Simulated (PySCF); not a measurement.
**B3LYP/def2-TZVPPD run of As2 (SMILES [As]#[As])**

Aim: the vertical electron affinity of As2 at B3LYP/def2-TZVPPD, from 2 runs. The job is set up through a Python script.

Program for the calculation: PySCF 2.14.0.

1 further run of the same task is left out (set aside as unsound or not needed).

**1. The system as given**

As2 has 2 atoms, charge 0, and is taken as a singlet. SMILES: `[As]#[As]`. The shape is that of a PBE0-D4/def2-TZVP optimisation.

Bond lengths: As1–As2 2.089 Å.

**2. The energy at B3LYP/def2-TZVPPD**

The input, calc.py:

```python
# As2
from pyscf import gto, dft

system = gto.Mole()
system.atom = '''
As       0.000000       0.000000       0.002480
As       0.000000       0.000000       2.091490
'''
system.charge = 0
system.spin = 0
system.verbose = 4
system.max_memory = 1860
system.basis = 'def2-tzvppd'
system.build()

mf = dft.RKS(system)
mf.xc = 'b3lyp'
mf.grids.level = 5
mf.conv_tol = 1e-10
mf.kernel()
if not mf.converged:
    mf = mf.newton().run(mf.mo_coeff, mf.mo_occ)

etot = mf.e_tot
print('E = %.10f Eh' % etot)
```

The run is started by

```sh
$ OMP_NUM_THREADS=1 python calc.py
```

Standard output:

```text
PySCF version 2.14.0

[INPUT] num. atoms = 2
[INPUT] num. electrons = 66
[INPUT] charge = 0
[INPUT] spin (= nelec alpha-beta = 2S) = 0
[INPUT] symmetry False subgroup None
[INPUT] Mole.unit = angstrom
[INPUT] Symbol           X                Y                Z      unit          X                Y                Z       unit  Magmom
[INPUT]  1 As     0.000000000000   0.000000000000   0.002480000000 AA    0.000000000000   0.000000000000   0.004686520789 Bohr   0.0
[INPUT]  2 As     0.000000000000   0.000000000000   2.091490000000 AA    0.000000000000   0.000000000000   3.952343292267 Bohr   0.0

nuclear repulsion = 275.859848776157
number of shells = 36
number of NR pGTOs = 218
number of NR cGTOs = 108
basis = def2-tzvppd
ecp = {}

******** <class 'pyscf.dft.rks.RKS'> ********
method = RKS
initial guess = minao
damping factor = 0
level_shift factor = 0
DIIS = <class 'pyscf.scf.diis.CDIIS'>
diis_start_cycle = 1
diis_space = 8
diis_damp = 0
SCF conv_tol = 1e-10
SCF conv_tol_grad = None
SCF max_cycles = 50
direct_scf = True
direct_scf_tol = 1e-13
XC library pyscf.dft.libxc version 7.0.0
    S. Lehtola, C. Steigemann, M. J.T. Oliveira, and M. A.L. Marques.,  SoftwareX 7, 1–5 (2018)
XC functionals = b3lyp
    P. J. Stephens, F. J. Devlin, C. F. Chabalowski, and M. J. Frisch.,  J. Phys. Chem. 98, 11623 (1994)
radial grids:
    Treutler-Ahlrichs [JCP 102, 346 (1995); DOI:10.1063/1.469408] (M4) radial grids

becke partition: Becke, JCP 88, 2547 (1988); DOI:10.1063/1.454033
pruning grids: <function nwchem_prune>
grids dens level: 5
symmetrized grids: False
atomic radii adjust function: <function treutler_atomic_radii_adjust>
small_rho_cutoff = 0
Set gradient conv threshold to 1e-05
Initial guess from minao.
tot grids = 89472
init E= -4470.53110317144
  HOMO = -0.282712450096064  LUMO = -0.139188550714663  gap/eV = 3.90548
cycle= 1 E= -4471.82528903154  delta_E= -1.29  |g|= 0.574  |ddm|= 1.78
  HOMO = -0.257361310119486  LUMO = -0.101353931957081  gap/eV = 4.24518
cycle= 2 E= -4471.83053193183  delta_E= -0.00524  |g|= 0.511  |ddm|= 0.491
  HOMO = -0.262641518906968  LUMO = -0.100976986962876  gap/eV = 4.39912
cycle= 3 E= -4471.84715365857  delta_E= -0.0166  |g|= 0.0202  |ddm|= 0.219
  HOMO = -0.266943151848907  LUMO = -0.104291864307389  gap/eV = 4.42597
cycle= 4 E= -4471.84723364956  delta_E= -8e-05  |g|= 0.00581  |ddm|= 0.0278
  HOMO = -0.266205887893647  LUMO = -0.103937418173177  gap/eV = 4.41555
cycle= 5 E= -4471.84724309048  delta_E= -9.44e-06  |g|= 0.000704  |ddm|= 0.00657
  HOMO = -0.266119711624621  LUMO = -0.103815288069535  gap/eV = 4.41653
cycle= 6 E= -4471.84724321571  delta_E= -1.25e-07  |g|= 3.55e-05  |ddm|= 0.00107
  HOMO = -0.266127501451489  LUMO = -0.103822618575908  gap/eV = 4.41654
cycle= 7 E= -4471.847243216  delta_E= -2.85e-10  |g|= 3.01e-06  |ddm|= 6.3e-05
  HOMO = -0.266126888609443  LUMO = -0.103822151071327  gap/eV = 4.41654
cycle= 8 E= -4471.84724321601  delta_E= -1e-11  |g|= 8.87e-08  |ddm|= 5.51e-06
  HOMO = -0.266126926989329  LUMO = -0.103822181878447  gap/eV = 4.41654
Extra cycle  E= -4471.847243216  delta_E= 9.09e-12  |g|= 8.55e-08  |ddm|= 2.3e-07
converged SCF energy = -4471.847243216
E = -4471.8472432160 Eh
```

It took 9 s on 1 thread of Arm Neoverse V2, shared host; peak memory 0.54 GiB.

**3. The doublet anion**

The input, job.py:

```python
from pyscf import gto, dft

mol = gto.M(
    atom='As 0.000000 -0.000000 0.002480; As -0.000000 0.000000 2.091490',
    charge=-1,
    verbose=3,
    spin=1,
    basis='def2-tzvppd',
    max_memory=1860,
)

myscf = dft.UKS(mol, xc='b3lyp')
myscf.grids.level = 5
myscf.conv_tol = 1e-10
myscf.kernel()
if not myscf.converged:
    myscf = myscf.newton().run(myscf.mo_coeff, myscf.mo_occ)

energy = myscf.e_tot
print('Final energy', energy)
```

The run is started by

```sh
$ OMP_NUM_THREADS=1 python job.py
```

Standard output:

```text
WARN: HOMO -0.139188550714666 >= LUMO -0.139188550714658

converged SCF energy = -4471.86964688358  <S^2> = 0.75336493  2S+1 = 2.0033621
Final energy -4471.869646883577
```

Run time: 16 s. Hardware: 1 thread of Arm Neoverse V2, shared host; peak memory 0.55 GiB.

**4. Outcome**

At B3LYP/def2-TZVPPD:

| quantity | value |
| --- | --- |
| singlet As2: total energy | -4471.84724 Eh |
| singlet As2: dipole moment | 0.00 D |
| singlet As2: HOMO energy | -7.24 eV |
| singlet As2: LUMO energy | -2.83 eV |
| singlet As2: HOMO–LUMO gap | 4.42 eV |
| doublet anion: total energy | -4471.86965 Eh |
| doublet anion: HOMO energy (highest over α and β) | 1.56 eV |
| doublet anion: LUMO energy (lowest over α and β) | 2.84 eV |
| doublet anion: ⟨S²⟩ | 0.753 |
| vertical electron affinity (to the doublet anion) | 0.610 eV |

In words: At fixed nuclei the extra electron is bound by 0.61 eV (14.1 kcal/mol). The HOMO (doublet anion) lies at positive energy, 1.56 eV; only total energies tell whether the electron is bound.
